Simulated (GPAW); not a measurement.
Input of a GPAW 26.7.0 run:

run.py

```python
from ase import Atoms
from ase.eos import EquationOfState
from ase.io import Trajectory
from ase.units import GPa
from gpaw import GPAW, PW

atoms = Atoms(['Zr', 'Zr', 'Zr', 'S', 'S'],
              cell=[[2.9025379727, 1.6757810799, 3.4877732718],
                    [-2.9025379727, 1.6757810799, 3.4877732718],
                    [0.0, -3.3515621597, 3.4877732718]],
              scaled_positions=[[0.838727, 0.5, 0.161273],
                                [0.5, 0.161273, 0.838727],
                                [0.161273, 0.838727, 0.5],
                                [0.665023, 0.665023, 0.665023],
                                [0.334977, 0.334977, 0.334977]],
              pbc=True)

traj = Trajectory('eos.traj', 'w')
volumes, energies = [], []
for x in [0.94, 0.96, 0.98, 1.0, 1.02, 1.04, 1.06]:
    a = atoms.copy()
    a.set_cell(atoms.cell * x**(1 / 3), scale_atoms=True)
    calc = GPAW(mode=PW(600),
                xc='MGGA_X_R2SCAN+MGGA_C_R2SCAN',
                kpts={'size': (4, 4, 4), 'gamma': True},
                occupations={'name': 'fermi-dirac', 'width': 0.05},
                nbands=44,
                convergence={'density': 1e-05, 'energy': 1e-05},
                maxiter=150,
                txt=f'eos-{x:.2f}.txt')
    a.calc = calc
    energies.append(a.get_potential_energy(force_consistent=True))
    volumes.append(a.get_volume())
    p = -a.get_stress()[:3].mean() / GPa
    calc.write(f'eos-{x:.2f}.gpw')
    traj.write(a)
    print(f'{x:.2f} {volumes[-1]:10.4f} A^3 {energies[-1]:14.6f} eV {p:9.3f} GPa', flush=True)

v0, e0, B = EquationOfState(volumes, energies, eos='birchmurnaghan').fit()
print(f'V0 = {v0:.4f} A^3, E0 = {e0:.6f} eV, B0 = {B / GPa:.2f} GPa')
```

Potentials or basis: GPAW PAW data sets (gpaw-data 1.2.1), pw.

The run is started by

```console
$ OMP_NUM_THREADS=1 python run.py
```

Task: What does it give for the equilibrium volume?

Result: 20.21 Å³/atom (rough: see the caveat).

Task: Estimate the bulk modulus at fixed shape and positions.

Result: 125 GPa (rough).

Energy against volume, from the lowest point:
```tsv
volume (Å³/atom)	energy (meV/atom)
19.136	23.87
19.543	8.64
19.950	0.86
20.358	0.00
20.765	5.31
21.172	16.16
21.579	31.95
```

Caveat: the points scatter about the fit; the cell was scaled at fixed shape and fractional positions, which overstates the stiffness of a crystal with free parameters, most of all of layers and chains; the PAW data sets were made with another functional, which shifts forces and pressure a little.
